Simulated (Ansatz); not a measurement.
Run this with the Ansatz DFT code, driven from Python and show what comes out.

The script, `bde_ch7albnsi.py`:
```python
import ansatz as az


def energy(molecule, charge=0, unpaired=0):
    calc = (
        molecule.calculation()
        .basis(gaussian='def2-TZVP')
        .functional('hf')
        .scf(lower_state_search='off')
    )
    if charge:
        calc = calc.charge(charge)
    if unpaired:
        calc = calc.spin('collinear', total=unpaired)
    report = calc.run(threads=1).report
    if report['published_state_doubts']:
        print('  doubts:', report['published_state_doubts'])
    return report['free_energy_ev']

GEOMETRY = '''
B    -2.66240    1.40270    0.91280
C    -1.72180    0.77960   -0.10440
N    -0.57670    0.44530    0.27530
Al    0.79670   -0.36090   -0.87800
Si    2.72340   -1.25740    0.00200
H    -3.79200    1.77570    0.54020
H    -2.36060    1.64330    2.02500
H    -1.99950    0.63160   -1.13490
H     0.25230   -0.82800   -2.28170
H     2.50230   -2.64180    0.45920
H     3.11890   -0.44870    1.20450
H     3.79630   -1.19650   -0.98610
'''

def without(molecule, index):
    rest = az.Crystal.molecule()
    for i, site in enumerate(molecule.cartesian_sites):
        if i != index:
            rest = rest.atom(site.symbol, site.position_ang)
    return rest

geometry = az.Crystal.molecule()
for line in GEOMETRY.strip().splitlines():
    symbol, *xyz = line.split()
    geometry = geometry.atom(symbol, [float(v) for v in xyz])

whole = energy(geometry, 0)
hydrogen = energy(az.Crystal.molecule().atom('H', (0, 0, 0)), 0, 1)
print(f'E(molecule) = {whole:.5f} eV, E(H) = {hydrogen:.5f} eV')
for index in [6, 7, 8]:
    radical = energy(without(geometry, index), 0, 1)
    print(f'H{index}: homolysis {23.060548 * (radical + hydrogen - whole):.1f} kcal/mol')
```

```console
$ python bde_ch7albnsi.py
E(molecule) = -17739.78410 eV, E(H) = -13.60052 eV
H6: homolysis 88.9 kcal/mol
H7: homolysis 72.3 kcal/mol
H8: homolysis 64.5 kcal/mol
```

Caveats:
- These settings explore the input space; basis and method may be short of convergence.
- The geometry is a force-field or estimated start, not a minimum of this method, and the basis set is short of its limit. All parts are taken at fixed geometry, without zero-point energy.
- The expectation value of S² is noticeably off S(S+1) in at least one run, so that state is spin-contaminated.
- Hartree-Fock leaves correlation out, so bond, atomisation and ionisation energies come out well too low.
- Run time: 46 s on 1 thread of Arm Neoverse V2, on a shared host, peak memory 0.64 GiB.
